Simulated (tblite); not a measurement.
# C6H18AlN (triethylamine alane): the cost of one run

The runs use tblite 0.8.0 and PySCF 2.14.0, with density-fitted response routines of our own; the level of theory stands in each step. All values are computed, except where a source is named. Atoms are numbered from 0 throughout.

## (1) Starting geometry

26 atoms, charge 0, multiplicity 1; geometry from: force field or distance geometry start.

Bonds of the start (Å): C0–C1 1.49, C1–N2 1.44, N2–Al3 1.88, N2–C4 1.45, C4–C5 1.50, N2–C6 1.46, C6–C7 1.50, C0–H8 1.12, C0–H9 1.10, C0–H10 1.10, C1–H11 1.10, C1–H12 1.11, Al3–H13 1.60, Al3–H14 1.58, Al3–H15 1.63, C4–H16 1.09, C4–H17 1.11, C5–H18 1.11, C5–H19 1.08, C5–H20 1.12, C6–H21 1.11, C6–H22 1.12, C7–H23 1.10, C7–H24 1.10, C7–H25 1.11.

## (2) Relaxing the molecule with GFN2-xTB

The job: settings as JSON, then the geometry in Å.

```
{"job": {"kind": "relax", "xc": "GFN2-xTB", "basis": "xTB"}, "charge": 0, "multiplicity": 1}
C     -2.343400    -0.371100    -0.510700
C     -0.914400    -0.233400    -0.900700
N      0.023300    -0.076700     0.179000
Al    -0.686100     0.542400     1.803500
C      0.631200    -1.366800     0.421500
C      1.603900    -1.784700    -0.640700
C      1.075200     0.811200    -0.307600
C      0.727800     2.268300    -0.199300
H     -2.818100    -1.005900    -1.304000
H     -2.538600    -0.905700     0.430200
H     -2.812500     0.625900    -0.579500
H     -0.706600     0.556900    -1.629800
H     -0.671500    -1.191500    -1.395600
H     -0.293600     2.047600     2.167100
H     -2.255300     0.419500     1.976900
H     -0.017200    -0.358600     2.981200
H     -0.142200    -2.118600     0.606000
H      1.209900    -1.239500     1.364400
H      2.434700    -1.066000    -0.798500
H      1.207200    -2.024700    -1.614800
H      2.076000    -2.718400    -0.248600
H      1.159100     0.584000    -1.395400
H      2.037300     0.654900     0.238900
H      1.027200     2.710400     0.767500
H     -0.337000     2.442400    -0.431900
H      1.302400     2.820800    -0.965900
```

The run is started by

```
> OMP_NUM_THREADS=1 python probes_run.py task.json out
```

One launch serves the whole session: the jobs run in the order shown.

Q: Estimate the wall time and peak memory of this first job on 1 thread of Arm Neoverse V1, shared host.

About 1.9 s, with a peak of 0.18 GiB.
